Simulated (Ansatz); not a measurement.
**CH3I: one species, many methods**

The task here is to estimate one member of a computed series from the others.

The runs use Ansatz 0.2.0, Gaussian basis; functionals in def2-TZVPP, the program's frozen cores in correlated methods.

The runs, in order: LDA (SPW92), PBE-D4, revPBE-D4, BLYP-D4, r2SCAN-D4, B97M-V, PBE0-D4, B3LYP-D4, r2SCANh-D4, r2SCAN0-D4, HSE06-D4, BHLYP-D4, CAM-B3LYP-D4, LC-ωPBE, ωB97X-V, ωB97M-V, B2PLYP, PBE-QIDH; CCSD(T)/def2-SVP; CCSD(T)/def2-TZVPP.

## The geometry

All runs share one geometry, relaxed beforehand with PBE0-D4 in a triple-zeta def2 set. I takes the def2 core potential; no spin-orbit term is included.

5 atoms, charge 0, spin multiplicity 1.

Atoms are counted from 1 here; the program's logs count them from 0.

Bond lengths: C1–I2 2.129 Å, C1–H3 1.086 Å, C1–H4 1.086 Å, C1–H5 1.086 Å. Angles: I2–C1–H3 107.7°, I2–C1–H4 107.7°, I2–C1–H5 107.7°, H3–C1–H4 111.2°, H3–C1–H5 111.2°, H4–C1–H5 111.2°.

Set-up of the first run:

Input file in.yaml:

```yaml
crystal:
  periodic: [false, false, false]
  atoms:
    - {symbol: C, position_ang: [-0.034248, -0.177576, 0.144825]}
    - {symbol: I, position_ang: [0.377765, 1.343739, -1.286458]}
    - {symbol: H, position_ang: [0.770935, -0.904080, 0.094657]}
    - {symbol: H, position_ang: [-0.077985, 0.292861, 1.122283]}
    - {symbol: H, position_ang: [-0.986568, -0.628544, -0.116606]}
basis:
  gaussian: {orbitals: def2-TZVPP}
hamiltonian: {xc: lda}
output: {orbitals: {seedname: orbitals}}
```

The run is started by

```console
$ ansatz run in.yaml --threads 2 --pin off --events-out ev --progress --plain --max-ram 32768MiB --backend cpu
```

Among the steps run: LDA; PBE-D4 (GGA); revPBE-D4 (GGA); BLYP-D4 (GGA); r2SCAN-D4 (meta-GGA); B97M-V (meta-GGA); B3LYP-D4 (hybrid); r2SCANh-D4 (hybrid); r2SCAN0-D4 (hybrid); HSE06-D4 (hybrid); BHLYP-D4 (hybrid); CAM-B3LYP-D4 (range-separated); LC-ωPBE (range-separated); ωB97X-V (range-separated); ωB97M-V (range-separated); B2PLYP (double hybrid); PBE-QIDH (double hybrid).

One table of the session follows, with a row left open; its other results are not shown here.

It belongs to the step «Frontier levels by functional». 

| functional | HOMO (eV) | gap (eV) |
| --- | --- | --- |
| LDA (SPW92) | -6.29 | 4.42 |
| PBE-D4 | -6.15 | 4.47 |
| revPBE-D4 | -6.10 | 4.49 |
| BLYP-D4 | -5.98 | 4.38 |
| r2SCAN-D4 | ? | ? |
| B97M-V | -6.43 | 5.02 |
| PBE0-D4 | -7.30 | 6.54 |
| B3LYP-D4 | -7.06 | 6.03 |
| r2SCANh-D4 | -6.84 | 5.75 |
| r2SCAN0-D4 | -7.47 | 6.87 |
| HSE06-D4 | -6.90 | 5.76 |
| BHLYP-D4 | -8.28 | 8.44 |
| CAM-B3LYP-D4 | -8.58 | 8.84 |
| LC-ωPBE | -9.94 | 11.42 |
| ωB97X-V | -9.59 | 10.93 |
| ωB97M-V | -9.46 | 10.62 |

**Question.** Estimate the row for r2SCAN-D4.

Worked estimate for «HOMO (eV)». Against the share of exact exchange, r2SCANh-D4 (0.1, -6.84), r2SCAN0-D4 (0.25, -7.47) give a slope of -4.20 per unit share; at 0 the line stands at -6.42.

As computed: HOMO (eV): -6.42; gap (eV): 4.99. In «HOMO (eV)» the line misses by 0.00.
